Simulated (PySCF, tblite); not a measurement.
# C6H6F2O: a rotation path, then NMR shifts on frames

Aim: move C6H6F2O (`O=C1C=CC[C@@H]1C(F)F`) away from its starting geometry and see how NMR shifts follow the geometry.

Programs: tblite 0.8.0 and PySCF 2.14.0, with density-fitted response routines of our own. Each step states its level of theory. These are calculated values for one molecule in the gas phase, unless marked as measured. Atoms are numbered from 0 throughout.

## (1) The molecule as given

15 atoms, charge 0, multiplicity 1; geometry from: GFN2-xTB.

Bonds of the start (Å): O0–C1 1.20, C1–C2 1.46, C2–C3 1.33, C3–C4 1.49, C4–C5 1.53, C5–C6 1.52, C6–F7 1.35, C6–F8 1.36, C5–C1 1.54, C2–H9 1.07, C3–H10 1.08, C4–H11 1.09, C4–H12 1.09, C5–H13 1.09, C6–H14 1.10.

## (2) The rotation path with GFN2-xTB

The job: settings as JSON, then the geometry in Å.

```
{"job": {"kind": "neb", "xc": "GFN2-xTB", "basis": "xTB", "atoms": [1, 5, 6, 8], "turn": 120}, "charge": 0, "multiplicity": 1}
O      0.178552     0.171844     2.439572
C      0.470468     0.107572     1.273029
C      1.634451     0.662459     0.584859
C      1.573764     0.414689    -0.723902
C      0.356915    -0.350516    -1.121947
C     -0.377682    -0.599500     0.200201
C     -1.795586    -0.044225     0.235353
F     -1.830422     1.234796    -0.209089
F     -2.612136    -0.743980    -0.592570
H      2.401325     1.202866     1.108498
H      2.299204     0.721026    -1.458358
H      0.622214    -1.278220    -1.632195
H     -0.248902     0.238849    -1.814816
H     -0.447260    -1.662770     0.443238
H     -2.229320    -0.066903     1.246214
```

Level: GFN2-xTB climbing-image nudged elastic band, gas phase.

Run with:

```console
OMP_NUM_THREADS=1 python probes_run.py task.json out
```

This one command runs all jobs of the session in turn.

What it wrote:

```text
image   E - E0 / eV
  0       0.0000
  1       0.0129
  2       0.0460
  3       0.0866
  4       0.1189
  5       0.1325
  6       0.1277
  7       0.1154
  8       0.1062
```

Run time: 9.2 s. Hardware: 1 thread of Intel Xeon at 2.50GHz, shared host; peak memory 0.18 GiB.

The final band, with the dihedral C1–C5–C6–F8:

```csv
image,dihedral (°),energy (eV),energy (kcal/mol)
0,-173,0.000,0.0
1,-161,0.013,0.3
2,-148,0.046,1.1
3,-135,0.087,2.0
4,-122,0.119,2.7
5,-110,0.132,3.1
6,-98,0.128,2.9
7,-85,0.115,2.7
8,-73,0.106,2.4
```

## (3) Shielding tensors: image 0, PBE0/pcSseg-1

The job: settings as JSON, then the geometry in Å.

```
{"job": {"kind": "nmr", "xc": "PBE0", "basis": "pcSseg-1", "pop": false}, "charge": 0, "multiplicity": 1}
O      0.178600     0.171800     2.439600
C      0.470500     0.107600     1.273000
C      1.634500     0.662500     0.584900
C      1.573800     0.414700    -0.723900
C      0.356900    -0.350500    -1.121900
C     -0.377700    -0.599500     0.200200
C     -1.795600    -0.044200     0.235400
F     -1.830400     1.234800    -0.209100
F     -2.612100    -0.744000    -0.592600
H      2.401300     1.202900     1.108500
H      2.299200     0.721000    -1.458400
H      0.622200    -1.278200    -1.632200
H     -0.248900     0.238800    -1.814800
H     -0.447300    -1.662800     0.443200
H     -2.229300    -0.066900     1.246200
```

Level: GIAO PBE0/pcSseg-1 NMR shielding, non-relativistic, gas phase.

What it wrote:

```text
coarse grid: 13496 points
cycle   1  E = -506.2978427428  dE =  1.565e+00  |g| = 9.916e-01  |ddm| = 3.563e+00
cycle   2  E = -505.8233916823  dE =  4.745e-01  |g| = 1.870e+00  |ddm| = 2.803e+00
cycle   3  E = -506.4640873653  dE = -6.407e-01  |g| = 2.832e-01  |ddm| = 2.221e+00
cycle   4  E = -506.4795501976  dE = -1.546e-02  |g| = 8.585e-02  |ddm| = 2.936e-01
cycle   5  E = -506.4807479738  dE = -1.198e-03  |g| = 2.380e-02  |ddm| = 7.839e-02
cycle   6  E = -506.4808599962  dE = -1.120e-04  |g| = 7.173e-03  |ddm| = 2.423e-02
cycle   7  E = -506.4808707052  dE = -1.071e-05  |g| = 2.572e-03  |ddm| = 7.832e-03
cycle   8  E = -506.4808720124  dE = -1.307e-06  |g| = 7.867e-04  |ddm| = 2.257e-03
final grid: 133896 points
cycle   9  E = -506.5573133120  dE = -2.918e-05  |g| = 1.325e-02  |ddm| = 3.446e-02
cycle  10  E = -506.5572126081  dE =  1.007e-04  |g| = 2.645e-02  |ddm| = 3.315e-02
cycle  11  E = -506.5573480220  dE = -1.354e-04  |g| = 2.294e-03  |ddm| = 2.402e-02
cycle  12  E = -506.5573490598  dE = -1.038e-06  |g| = 3.542e-04  |ddm| = 1.920e-03
cycle  13  E = -506.5573490743  dE = -1.457e-08  |g| = 1.582e-04  |ddm| = 3.459e-04
cycle  14  E = -506.5573490782  dE = -3.916e-09  |g| = 2.606e-05  |ddm| = 1.206e-04
cycle  15  E = -506.5573490784  dE = -1.395e-10  |g| = 8.402e-06  |ddm| = 3.475e-05
converged SCF energy = -506.5573490784

GIAO shielding tensors (ppm)
atom      isotropic    diamagn.    paramagn.     s11        s22        s33       span
  0 O     -283.011     398.811    -681.821   -853.858   -360.695    365.521   1219.379
  1 C      -20.846     247.842    -268.687    -99.976    -24.061     61.499    161.475
  2 C       45.754     255.262    -209.509    -51.125     47.889    140.497    191.621
  3 C       10.561     255.809    -245.248   -120.460     -1.829    153.972    274.432
  4 C      154.531     247.135     -92.604    145.169    148.083    170.340     25.171
  5 C      133.803     253.808    -120.006    117.510    135.138    148.760     31.250
  6 C       64.337     237.945    -173.608     50.012     62.597     80.401     30.389
  7 F      317.782     475.030    -157.248    219.930    334.619    398.797    178.867
  8 F      308.853     472.181    -163.328    193.819    333.589    399.151    205.332
  9 H       25.340      30.639      -5.299     24.037     24.803     27.180      3.143
 10 H       23.579      30.107      -6.528     20.460     23.992     26.284      5.824
 11 H       28.914      29.476      -0.561     24.283     27.101     35.359     11.075
 12 H       28.521      29.575      -1.053     23.825     28.911     32.828      9.003
 13 H       29.032      31.265      -2.233     25.991     27.467     33.639      7.648
 14 H       25.228      27.886      -2.658     22.780     24.272     28.631      5.850
```

Run time: 70 s. Hardware: 1 thread of Intel Xeon at 2.50GHz, shared host; peak memory 0.83 GiB.

The references, computed at this level on geometries of the same kind, shield at (ppm): ¹H TMS 31.72, ¹³C TMS 186.9, ¹⁹F CFCl3 170.9, ¹⁷O H2O 336.1. Their shielding less the atom's gives the shift. The references are single molecules in the gas phase, so shifts against H2O, NH3, PH3, H3PO4 or CFCl3 are not on the usual liquid scales and can be off by tens of ppm. Each atom is listed at this fixed geometry, with no averaging over motion; a spectrum would average atoms that exchange fast.

```csv
atoms,environment,σ (ppm),δ (ppm)
C1,ketone carbonyl carbon,-20.8,207.8
C3,β carbon of a C=C–C=O unit,10.6,176.4
C2,α carbon of a C=C–C=O unit,45.8,141.2
C6,sp3 CH bonded to 2 F,64.3,122.6
C5,sp3 CH α to a carbonyl,133.8,53.1
C4,allylic sp3 CH2,154.5,32.4
H10,hydrogen on a β carbon of a C=C–C=O unit,23.58,8.14
H14,hydrogen on an sp3 CH bonded to 2 F,25.23,6.49
H9,hydrogen on an α carbon of a C=C–C=O unit,25.34,6.38
H12,hydrogen on an allylic sp3 CH2,28.52,3.20
H11,hydrogen on an allylic sp3 CH2,28.91,2.80
H13,hydrogen on an sp3 CH α to a carbonyl,29.03,2.68
O0,ketone oxygen,-283.0,619.1
F8,fluorine of a CF2 group,308.9,-137.9
F7,fluorine of a CF2 group,317.8,-146.8
```

Ring of atoms C1, C2, C3, C4, C5: NICS(0) 0.8, NICS(1) -3.4, NICS(1)zz -4.9 ppm (means of both faces). The ring holds saturated atoms, so no π current runs round it: these values come from its σ bonds, any local π bonds and neighbouring rings, and say nothing of aromaticity.

## (4) Shielding tensors: image 2, PBE0/pcSseg-1

The job: settings as JSON, then the geometry in Å.

```
{"job": {"kind": "nmr", "xc": "PBE0", "basis": "pcSseg-1", "pop": false}, "charge": 0, "multiplicity": 1}
O      0.160800     0.052100     2.433800
C      0.466900     0.048000     1.268200
C      1.648600     0.619100     0.627100
C      1.602500     0.433700    -0.692600
C      0.375100    -0.285300    -1.144500
C     -0.385900    -0.580900     0.153100
C     -1.810700    -0.029700     0.228100
F     -1.986800     1.035800    -0.589400
F     -2.718600    -0.952700    -0.173600
H      2.411300     1.127000     1.189000
H      2.345100     0.758300    -1.402000
H      0.627300    -1.193400    -1.694700
H     -0.202900     0.349900    -1.819300
H     -0.461500    -1.654900     0.344400
H     -2.075700     0.281100     1.250600
```

With the program's defaults for keys left out, this is: GIAO PBE0/pcSseg-1 NMR shielding, non-relativistic, gas phase.

What it wrote:

```text
coarse grid: 13496 points
cycle   1  E = -506.2936780844  dE =  1.565e+00  |g| = 9.916e-01  |ddm| = 3.556e+00
cycle   2  E = -505.8111640029  dE =  4.825e-01  |g| = 1.879e+00  |ddm| = 2.810e+00
cycle   3  E = -506.4595190333  dE = -6.484e-01  |g| = 2.851e-01  |ddm| = 2.229e+00
cycle   4  E = -506.4751812493  dE = -1.566e-02  |g| = 8.624e-02  |ddm| = 2.973e-01
cycle   5  E = -506.4763902255  dE = -1.209e-03  |g| = 2.403e-02  |ddm| = 7.848e-02
cycle   6  E = -506.4765055797  dE = -1.154e-04  |g| = 7.302e-03  |ddm| = 2.472e-02
cycle   7  E = -506.4765168302  dE = -1.125e-05  |g| = 2.612e-03  |ddm| = 7.986e-03
cycle   8  E = -506.4765181819  dE = -1.352e-06  |g| = 7.862e-04  |ddm| = 2.291e-03
final grid: 133896 points
cycle   9  E = -506.5543850954  dE = -3.142e-05  |g| = 1.307e-02  |ddm| = 3.262e-02
cycle  10  E = -506.5542855708  dE =  9.952e-05  |g| = 2.622e-02  |ddm| = 3.303e-02
cycle  11  E = -506.5544188702  dE = -1.333e-04  |g| = 2.193e-03  |ddm| = 2.391e-02
cycle  12  E = -506.5544198250  dE = -9.549e-07  |g| = 3.639e-04  |ddm| = 1.861e-03
cycle  13  E = -506.5544198407  dE = -1.567e-08  |g| = 1.601e-04  |ddm| = 3.544e-04
cycle  14  E = -506.5544198447  dE = -3.942e-09  |g| = 2.592e-05  |ddm| = 1.196e-04
cycle  15  E = -506.5544198448  dE = -1.376e-10  |g| = 9.122e-06  |ddm| = 3.502e-05
converged SCF energy = -506.5544198448

GIAO shielding tensors (ppm)
atom      isotropic    diamagn.    paramagn.     s11        s22        s33       span
  0 O     -282.905     398.951    -681.856   -849.062   -360.733    361.080   1210.142
  1 C      -22.634     248.168    -270.802   -101.782    -27.334     61.213    162.996
  2 C       46.893     255.240    -208.346    -49.713     49.080    141.313    191.026
  3 C       10.084     256.066    -245.982   -120.989     -1.852    153.094    274.083
  4 C      154.965     247.004     -92.038    145.186    148.201    171.509     26.323
  5 C      133.241     253.596    -120.355    117.254    134.109    148.361     31.107
  6 C       63.749     238.034    -174.285     49.856     64.150     77.241     27.385
  7 F      311.343     473.915    -162.572    221.842    325.923    386.264    164.421
  8 F      298.518     470.805    -172.287    178.856    330.539    386.159    207.302
  9 H       25.357      30.664      -5.307     24.152     24.694     27.223      3.071
 10 H       23.591      30.096      -6.505     20.484     23.959     26.331      5.847
 11 H       28.901      29.405      -0.504     24.216     27.154     35.332     11.115
 12 H       28.378      29.570      -1.192     23.343     28.917     32.873      9.530
 13 H       29.015      31.163      -2.148     26.061     27.441     33.544      7.483
 14 H       25.344      27.962      -2.618     23.235     24.419     28.378      5.143
```

Run time: 61 s. Hardware: 1 thread of Intel Xeon at 2.50GHz, shared host; peak memory 0.82 GiB.

In short: δ C1 209.6, C3 176.8, C2 140.0, C6 123.2, H10 8.13, H14 6.37 ppm.

(Part 1 of 2 ends here.)
